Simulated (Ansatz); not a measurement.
# LiMg3: the cost of one run

All numbers are computed with Ansatz 0.2.0, driven from Python. Level of theory: DFT r2SCAN+D3(BJ) with three-body term, plane waves, PAW.

### Step 1. The structure

The structure is hexagonal, space group P-6m2 (No. 187). The conventional cell has a = 3.146 Å, b = 3.146 Å, c = 10.122 Å, α = 90.00°, β = 90.00°, γ = 120.00°. Li (site symmetry -6m2) is surrounded by 6 Mg at 3.05 Å and 6 Li at 3.15 Å. Mg (site symmetry -6m2) is surrounded by 12 Mg at 3.15 to 3.18 Å. Mg (site symmetry 3m) has 3 Li at 3.05 Å and 9 Mg at 3.15 to 3.18 Å as nearest neighbours.

The script holds or builds the structure itself.

### Step 2. The code

The input, run_smear.py:

```python
# -*- coding: utf-8 -*-
'''How the energy of LiMg3 depends on the smearing.'''

import csv
import warnings

import ansatz as az

XC = 'r2scan'
VDW = 'd3bjatm'
K_SPACING = 0.29


def main():
    warnings.simplefilter('ignore', az.DeckWarning)

    xtal = (
        az.Lattice.from_parameters(3.146174, 3.146174, 10.1216, alpha=90.0, beta=90.0, gamma=120.0)
        .atom('Li', (2 / 3, 1 / 3, 0.5))
        .atom('Mg', (2 / 3, 1 / 3, 0.0))
        .atom('Mg', (0.0, 0.0, 0.742565))
        .atom('Mg', (0.0, 0.0, 0.257435))
    )

    calc = (
        xtal.calculation()
        .functional(XC, dispersion=VDW)
        .basis(28 * az.Ha)
        .accuracy('medium')
        .kpoints(spacing=K_SPACING)
        .forces()
        .stress()
    )

    rows = []
    for value in [0.5, 0.3, 0.2, 0.1]:
        r = calc.occupations('fermi_dirac', width=value).run().report
        rows.append((value, r['free_energy_ev'] / len(r['lattice']['sites']), r['n_iterations'], sum(r['stress_gpa'][i][i] for i in range(3)) / 3, max(abs(f) for row in r['forces_ev_ang'] for f in row), r['n_kpoints']))

    with open('smear.csv', 'w', newline='') as handle:
        writer = csv.writer(handle)
        writer.writerow(['width (eV)', 'F/atom (eV)', 'iterations', 'P (GPa)', 'max component (eV/A)', 'k-points'])
        writer.writerows([round(v, 5) if isinstance(v, float) else v for v in row] for row in rows)

    # the last row is the reference
    for row in rows[:-1]:
        shift = 1000 * (row[1] - rows[-1][1])
        print(f'{row[0]}: {shift:+.2f} meV/atom' + ('  (within 2 meV)' if abs(shift) < 2 else ''))


if __name__ == '__main__':
    main()
```

### Step 3. What the engine is handed

The engine receives this input (first run):

```yaml
crystal:
  lattice:
    a: 3.146174
    b: 3.146174
    c: 10.1216
    alpha: 90.0
    beta: 90.0
    gamma: 120.0
  atoms:
    - { symbol: Li, position: [0.6666666666666666, 0.3333333333333333, 0.5] }
    - { symbol: Mg, position: [0.6666666666666666, 0.3333333333333333, 0.0] }
    - { symbol: Mg, position: [0.0, 0.0, 0.742565] }
    - { symbol: Mg, position: [0.0, 0.0, 0.257435] }
accuracy: medium
basis:
  ecutwfc: 761.918814887664
kpoints:
  mp_grid:
    kspacing: 0.29
hamiltonian:
  xc: r2scan
  dispersion: d3bjatm
scf:
  occupations:
    method: fermi_dirac
    width: 0.5
output:
  forces: true
  stress: true
```

### Step 4. The run

Run with:

```console
> python run_smear.py
```

Q: Estimate wall time and peak memory on 1 thread of Arm Neoverse V1, shared host.

About 52 s, with a peak of 0.75 GiB.
